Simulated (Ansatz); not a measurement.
**C3H9AlO2: relaxing the structure**

The task is to find a stationary geometry of C3H9AlO2.

The runs use Ansatz 0.2.0, Gaussian basis; RKS PBE0-D4/def2-TZVP.

Levels to be run: relaxation at PBE0-D4/def2-TZVP.

1 further run of the same task is left out (set aside as unsound or not needed).

**1. Starting geometry**

SMILES `C[CH](C)[Al]([OH])[OH]`, 15 atoms, charge 0, spin multiplicity 1.

Atoms are counted from 1 here; the program's logs count them from 0.

Bond lengths: C1–C2 1.528 Å, C1–H7 1.088 Å, C1–H8 1.092 Å, C1–H9 1.088 Å, C2–C3 1.528 Å, C2–Al4 2.033 Å, C2–H10 1.098 Å, C3–H11 1.088 Å, C3–H12 1.092 Å, C3–H13 1.088 Å, Al4–O5 1.645 Å, Al4–O6 1.645 Å, O5–H14 0.945 Å, O6–H15 0.945 Å. Angles: C2–C1–H7 110.6°, C2–C1–H8 110.7°, C2–C1–H9 110.8°, H7–C1–H8 108.3°, H7–C1–H9 108.1°, H8–C1–H9 108.3°, C1–C2–C3 111.4°, C1–C2–Al4 111.7°, C1–C2–H10 107.0°, C3–C2–Al4 111.9°, C3–C2–H10 107.0°, Al4–C2–H10 107.6°, C2–C3–H11 110.8°, C2–C3–H12 110.6°, C2–C3–H13 110.7°, H11–C3–H12 108.3°, H11–C3–H13 108.1°, H12–C3–H13 108.3° and more.

The start is a GFN2-xTB geometry.

**2. Optimising with PBE0-D4/def2-TZVP**

Contents of in.yaml:

```yaml
crystal:
  periodic: [false, false, false]
  atoms:
    - {symbol: C, position_ang: [1.168260, 0.504560, -1.149670]}
    - {symbol: C, position_ang: [-0.080290, -0.193070, -0.611360]}
    - {symbol: C, position_ang: [0.182740, -1.673720, -0.340210]}
    - {symbol: Al, position_ang: [-0.827430, 0.755980, 1.023650]}
    - {symbol: O, position_ang: [-0.571280, 2.377540, 1.134280]}
    - {symbol: O, position_ang: [-1.679070, -0.147350, 2.103370]}
    - {symbol: H, position_ang: [0.978270, 1.564500, -1.305930]}
    - {symbol: H, position_ang: [1.473610, 0.066930, -2.102070]}
    - {symbol: H, position_ang: [1.995770, 0.409830, -0.449470]}
    - {symbol: H, position_ang: [-0.841610, -0.141640, -1.400960]}
    - {symbol: H, position_ang: [0.991730, -1.797810, 0.376980]}
    - {symbol: H, position_ang: [0.459940, -2.190040, -1.261380]}
    - {symbol: H, position_ang: [-0.705380, -2.153510, 0.066330]}
    - {symbol: H, position_ang: [-0.400820, 3.305240, 1.192870]}
    - {symbol: H, position_ang: [-2.144440, -0.687440, 2.723550]}
basis:
  gaussian: {orbitals: def2-TZVP}
hamiltonian: {xc: pbe0, dispersion: d4}
relax: {f_tol: 0.005, max_steps: 150}
```

Run with:

```bash
$ ansatz run in.yaml --threads 2 --pin off --events-out ev --progress --plain --max-ram 32768MiB --backend cuda --devices 0, --max-vram 18GiB
```

**Question.** What will the summary of the whole plan be? Wanted: point group; shift from the start; total energy; dispersion term; dipole moment.

**Answer**, as computed:

| quantity | value |
| --- | --- |
| point group | Cs |
| steps | 20 |
| shift from the start (rms) | 0.317 Å |
| total energy | -13944.1631 eV |
| dispersion term | -252 meV |
| dipole moment | 1.81 D |

**Reading.** The relaxed geometry lies 0.32 Å (rms) from the start; the bond that changed most is C2–Al4, from 2.033 to 1.955 Å. No vibrations were run, so it is not proven to be a minimum. The largest Mulliken charge, +0.63 e, sits on Al4.
